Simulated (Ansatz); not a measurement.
# CH9BNPSi: the cost of one run

Method: RKS LDA/6-31G*, in Ansatz 0.2.0.

**1. The structure to begin with**

Bond lengths: C1–B2 1.530 Å, B2–Si3 1.923 Å, Si3–P4 2.202 Å, P4–N5 1.745 Å, C1–H6 1.115 Å, C1–H7 1.158 Å, C1–H8 1.104 Å, B2–H9 1.162 Å, Si3–H10 1.516 Å, Si3–H11 1.484 Å, P4–H12 1.438 Å, N5–H13 1.013 Å, N5–H14 1.057 Å. Angles (14 of 21 angles, heavy atoms first): C1–B2–Si3 118.5°, B2–Si3–P4 110.8°, Si3–P4–N5 98.9°, C1–B2–H9 120.9°, Si3–B2–H9 120.6°, B2–C1–H6 112.8°, B2–C1–H7 109.3°, B2–C1–H8 112.4°, B2–Si3–H10 109.1°, B2–Si3–H11 110.4°, P4–Si3–H10 107.6°, P4–Si3–H11 111.9°, Si3–P4–H12 95.0°, N5–P4–H12 97.9°.

Structure file:

```xyz
14

C    -1.6293    1.7720    0.6288
B    -0.3912    1.1142    0.0154
Si    0.1927   -0.5767    0.7204
P     0.2614   -2.1027   -0.8657
N     1.6235   -1.4915   -1.7682
H    -2.5530    1.1607    0.4992
H    -1.8438    2.7697    0.0822
H    -1.4784    2.0483    1.6871
H     0.2045    1.6387   -0.8332
H     1.5968   -0.4265    1.2722
H    -0.6738   -0.9927    1.8504
H     0.9676   -3.0750   -0.0754
H     2.3595   -1.3436   -1.0884
H     1.3505   -0.5242   -2.0958
```

**2. Relaxing end A**

The input, input.yaml:

```yaml
crystal:
  periodic: [false, false, false]
  atoms:
    - { symbol: C, position_ang: [-1.6293, 1.772, 0.6288] }
    - { symbol: B, position_ang: [-0.3912, 1.1142, 0.0154] }
    - { symbol: Si, position_ang: [0.1927, -0.5767, 0.7204] }
    - { symbol: P, position_ang: [0.2614, -2.1027, -0.8657] }
    - { symbol: "N", position_ang: [1.6235, -1.4915, -1.7682] }
    - { symbol: H, position_ang: [-2.553, 1.1607, 0.4992] }
    - { symbol: H, position_ang: [-1.8438, 2.7697, 0.0822] }
    - { symbol: H, position_ang: [-1.4784, 2.0483, 1.6871] }
    - { symbol: H, position_ang: [0.2045, 1.6387, -0.8332] }
    - { symbol: H, position_ang: [1.5968, -0.4265, 1.2722] }
    - { symbol: H, position_ang: [-0.6738, -0.9927, 1.8504] }
    - { symbol: H, position_ang: [0.9676, -3.075, -0.0754] }
    - { symbol: H, position_ang: [2.3595, -1.3436, -1.0884] }
    - { symbol: H, position_ang: [1.3505, -0.5242, -2.0958] }
basis:
  gaussian: { orbitals: "6-31G*" }
hamiltonian:
  xc: lda
relax:
  f_tol: 0.015
  max_steps: 40
```

Command:

```console
$ ansatz run input.yaml --threads 2 --pin off --max-ram 3072MiB --backend cpu --events-out ev --progress --plain --runs-dir out
```

Q: Estimate wall time and peak memory on 2 threads of Intel Xeon Platinum 8488C (Sapphire Rapids), shared host.

About 43 s, with a peak of 0.2 GiB.
